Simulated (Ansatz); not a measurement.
# C2H8FGaOSi: small, medium and large basis sets

Aim: see how fast density functionals converge with the basis set for C2H8FGaOSi.

Computed with Ansatz 0.2.0, Gaussian basis. Level: one geometry, several basis sets.

The runs, in order: PBE0-D4/def2-SVP; ωB97M-V/def2-SVP; PBE0-D4/def2-QZVPP; ωB97M-V/def2-QZVPP; the functionals' def2-TZVPP values are taken from earlier runs.

### Step 1. Structure used throughout

The geometry comes from an earlier relaxation with PBE0-D4 in a triple-zeta def2 set; it is a stationary point, not always the lowest conformer.

SMILES `C[SiH2][GaH][CH](O)F`, 14 atoms, charge 0, spin multiplicity 1.

Atoms are counted from 1 here; the program's logs count them from 0.

Bond lengths: C1–Si2 1.876 Å, C1–H7 1.092 Å, C1–H8 1.092 Å, C1–H9 1.092 Å, Si2–Ga3 2.409 Å, Si2–H10 1.494 Å, Si2–H11 1.493 Å, Ga3–C4 2.023 Å, Ga3–H12 1.575 Å, C4–O5 1.383 Å, C4–F6 1.407 Å, C4–H13 1.097 Å, O5–H14 0.964 Å. Angles: Si2–C1–H7 110.3°, Si2–C1–H8 111.2°, Si2–C1–H9 110.4°, H7–C1–H8 108.7°, H7–C1–H9 107.5°, H8–C1–H9 108.7°, C1–Si2–Ga3 111.8°, C1–Si2–H10 110.4°, C1–Si2–H11 110.4°, Ga3–Si2–H10 108.9°, Ga3–Si2–H11 109.0°, H10–Si2–H11 106.2°, Si2–Ga3–C4 115.2°, Si2–Ga3–H12 127.0°, C4–Ga3–H12 117.8°, Ga3–C4–O5 106.3°, Ga3–C4–F6 107.9°, Ga3–C4–H13 117.1° and more.

Geometry (Å):

```xyz
14
charge 0, multiplicity 1
C     0.1501   -1.9913    0.5182
Si    1.4642   -0.9754   -0.3546
Ga    0.7892    1.3219   -0.6213
C    -1.0232    1.7813    0.1510
O    -1.9450    1.0188   -0.5426
F    -1.0242    1.4016    1.5060
H    -0.7844   -1.9653   -0.0459
H     0.4633   -3.0317    0.6290
H    -0.0523   -1.5798    1.5091
H     2.7470   -1.0184    0.4093
H     1.7599   -1.5540   -1.6993
H     1.6023    2.4729   -1.3254
H    -1.3065    2.8407    0.1629
H    -2.8403    1.2789   -0.2964
```

### Step 2. PBE0-D4 in def2-SVP

in.yaml reads:

```yaml
crystal:
  periodic: [false, false, false]
  atoms:
    - {symbol: C, position_ang: [0.150061, -1.991336, 0.518219]}
    - {symbol: Si, position_ang: [1.464221, -0.975420, -0.354622]}
    - {symbol: Ga, position_ang: [0.789183, 1.321927, -0.621300]}
    - {symbol: C, position_ang: [-1.023181, 1.781263, 0.150988]}
    - {symbol: O, position_ang: [-1.945000, 1.018783, -0.542625]}
    - {symbol: F, position_ang: [-1.024197, 1.401551, 1.505981]}
    - {symbol: H, position_ang: [-0.784418, -1.965280, -0.045915]}
    - {symbol: H, position_ang: [0.463286, -3.031744, 0.629033]}
    - {symbol: H, position_ang: [-0.052345, -1.579825, 1.509075]}
    - {symbol: H, position_ang: [2.746991, -1.018373, 0.409339]}
    - {symbol: H, position_ang: [1.759936, -1.553988, -1.699342]}
    - {symbol: H, position_ang: [1.602259, 2.472902, -1.325351]}
    - {symbol: H, position_ang: [-1.306477, 2.840650, 0.162919]}
    - {symbol: H, position_ang: [-2.840319, 1.278899, -0.296388]}
basis:
  gaussian: {orbitals: def2-SVP}
hamiltonian: {xc: pbe0, dispersion: d4}
output: {orbitals: {seedname: orbitals}}
```

Command:

```console
ansatz run in.yaml --threads 2 --pin off --events-out ev --progress --plain --max-ram 22528MiB --backend cpu
```

The runs that follow: ωB97M-V in def2-SVP; PBE0-D4 in def2-QZVPP; ωB97M-V in def2-QZVPP.

Q: Predict the results of all the runs planned. Wanted: PBE0-D4: double and triple zeta above quadruple; ωB97M-V: double and triple zeta above quadruple.

As calculated:

| quantity | value |
| --- | --- |
| PBE0-D4: double and triple zeta above quadruple | 19.56, 1.82 eV |
| ωB97M-V: double and triple zeta above quadruple | 19.76, 1.76 eV |

For PBE0-D4 the step from double to triple zeta gains 17.74 eV and the next only 1.82 eV. These are total energies; as a rule much of such shifts cancels in differences, which this series doesn't test.
